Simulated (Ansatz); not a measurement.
**AlGaO (quintet): the correlation ladder, cc-pVTZ**

The task here is to estimate one member of a computed series from the others.

Method: cc-pVTZ, core rule «outside noble gas», up to 20 orbitals frozen; program: Ansatz 0.2.0, Gaussian basis.

The runs, in order: UHF; CCSD(T) on ROHF; CCSD(T) on UHF; BCCD(T) on ROHF; CCSDT(Q) on ROHF; CCSDT(Q) on UHF.

10 further runs of the same task are left out: 5 for a known fault of the program, 5 set aside as unsound or not needed.

## The geometry

The geometry is a PBE0/def2-TZVP stationary point (not a proven minimum) of the parent state, kept for this charge and spin. No spin-orbit coupling is included. The filled d shell of Ga may be among the frozen orbitals whatever the setting's name suggests; the logs give the count.

3 atoms, charge 0, spin multiplicity 5.

Atoms are counted from 1 here; the program's logs count them from 0.

Bond lengths: Al1–O2 1.696 Å, O2–Ga3 1.801 Å. Angles: Al1–O2–Ga3 180.0°.

The first run:

Contents of in.yaml:

```yaml
crystal:
  periodic: [false, false, false]
  atoms:
    - {symbol: Al, position_ang: [0.000000, 0.000000, 1.730700]}
    - {symbol: O, position_ang: [0.000000, 0.000000, 0.035000]}
    - {symbol: Ga, position_ang: [0.000000, 0.000000, -1.765700]}
basis:
  gaussian: {orbitals: cc-pVTZ}
magnetization: {spin_polarized: true, initial_magnetization: 4}
hamiltonian: {xc: hf}
output: {orbitals: {seedname: orbitals}}
```

The run is started by

```
> ansatz run in.yaml --threads 1 --pin off --events-out ev --progress --plain --max-ram 4096MiB --backend cpu
```

Among the steps run: UHF; CCSD(T) on ROHF; CCSD(T) on UHF; BCCD(T) on ROHF; CCSDT(Q) on ROHF; CCSDT(Q) on UHF.

One of the session's tables, all rows but one given; the rest of the session is left out.

```
   method  from RCCSDT(Q) (kJ/mol)
     ROHF                   +837.3
      UHF                        ?
     RMP2                    +53.4
     UMP2                    +50.3
    RCCSD                    +44.3
    UCCSD                    +42.0
 RCCSD(T)                     +8.1
 UCCSD(T)                     +5.9
  BCCD(T)                     +7.5
   RCCSDT                     +3.9
   UCCSDT                     +1.7
RCCSDT(Q)                        0
UCCSDT(Q)                     -2.9
```

**Question.** Estimate the row for UHF.

**Answer.** from RCCSDT(Q) (kJ/mol): +831.6. In the column «from RCCSDT(Q) (kJ/mol)» it lies between RMP2 (+53.4) and ROHF (+837.3).

Caveats from the session: Restricted and unrestricted rows rest on different reference determinants; where their highest levels disagree by more than a few hundredths of an eV, they describe different states and don't form one ladder.
